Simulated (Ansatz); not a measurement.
**GaTeH2 radical: an energy map over bond length Ga1–Te2 and bond length Te2–H4**

How does the energy of GaH2Te, SMILES [GaH][TeH], spin multiplicity 2 change over two coordinates at once? A grid of runs gives the map.

Computed with Ansatz 0.2.0. Level: UKS B3LYP-D4/def2-TZVP.

## (1) The starting structure

4 atoms, charge 0, spin multiplicity 2.

Atoms are counted from 1 here; the program's logs count them from 0.

Bond lengths: Ga1–Te2 2.577 Å, Ga1–H3 1.617 Å, Te2–H4 1.682 Å. Angles: Te2–Ga1–H3 115.6°, Ga1–Te2–H4 91.9°.

Coordinates:

```xyz
4

Ga   -0.50044   -0.80114    0.61802
Te    0.75346    0.96955   -0.77197
H     0.42954   -1.90811    1.34248
H    -0.68255    1.73971   -1.18854
```

## (3) Setting up the map

First coordinate, bond length Ga1–Te2: 13 values from 2.219 to 3.612 Å. Second coordinate, bond length Te2–H4: 13 values from 1.463 to 2.078 Å.

Nothing else is relaxed (all other coordinates rigid). Energies count from the relaxed molecule at the same level.

(The set-up runs are not shown.)

## (4) The run at bond length Ga1–Te2 = 2.567 Å, bond length Te2–H4 = 1.668 Å

input.yaml

```yaml
crystal:
  periodic: [false, false, false]
  atoms:
    - { symbol: Ga, position_ang: [-0.497216, -0.805743, 0.624047] }
    - { symbol: Te, position_ang: [0.73608, 0.965349, -0.765811] }
    - { symbol: H, position_ang: [0.427973, -1.90794, 1.340095] }
    - { symbol: H, position_ang: [-0.683857, 1.733188, -1.185842] }
magnetization:
  spin_polarized: true
  initial_magnetization: 1
basis:
  gaussian: { orbitals: def2-TZVP }
hamiltonian:
  xc: { name: B3LYP }
  dispersion: d4
output:
  forces: true
```

Command:

```
$ ansatz run input.yaml --threads 1 --pin off --max-ram 2560MiB --backend cpu --events-out ev --progress --plain --runs-dir out
```

The session goes on with these runs: the other points that were computed.

**Question.** What will these runs give? Wanted: lowest point; dipole moment.

As calculated:

| quantity | value |
| --- | --- |
| lowest point | bond length Ga1–Te2 = 2.567 Å, bond length Te2–H4 = 1.668 Å, 0.08 kJ/mol |
| highest computed point (blank points may lie higher) | bond length Ga1–Te2 = 3.612 Å, bond length Te2–H4 = 2.078 Å, 181 kJ/mol above the lowest |
| dipole moment (D) | 0.15 at bond length Ga1–Te2 = 2.219 Å, bond length Te2–H4 = 2.078 Å to 2.69 at bond length Ga1–Te2 = 3.496 Å, bond length Te2–H4 = 2.078 Å; 0.78 at the lowest point |
| time for the whole task | 14 min on 1 thread, shared host |

The lowest computed point is at bond length Ga1–Te2 = 2.567 Å, bond length Te2–H4 = 1.668 Å, 0.08 kJ/mol from the relaxed molecule at the same level. No other kind of well shows on this grid. The highest computed point, bond length Ga1–Te2 = 3.612 Å, bond length Te2–H4 = 2.078 Å, lies 181 kJ/mol above the lowest. Round the minimum the two coordinates are nearly uncoupled.
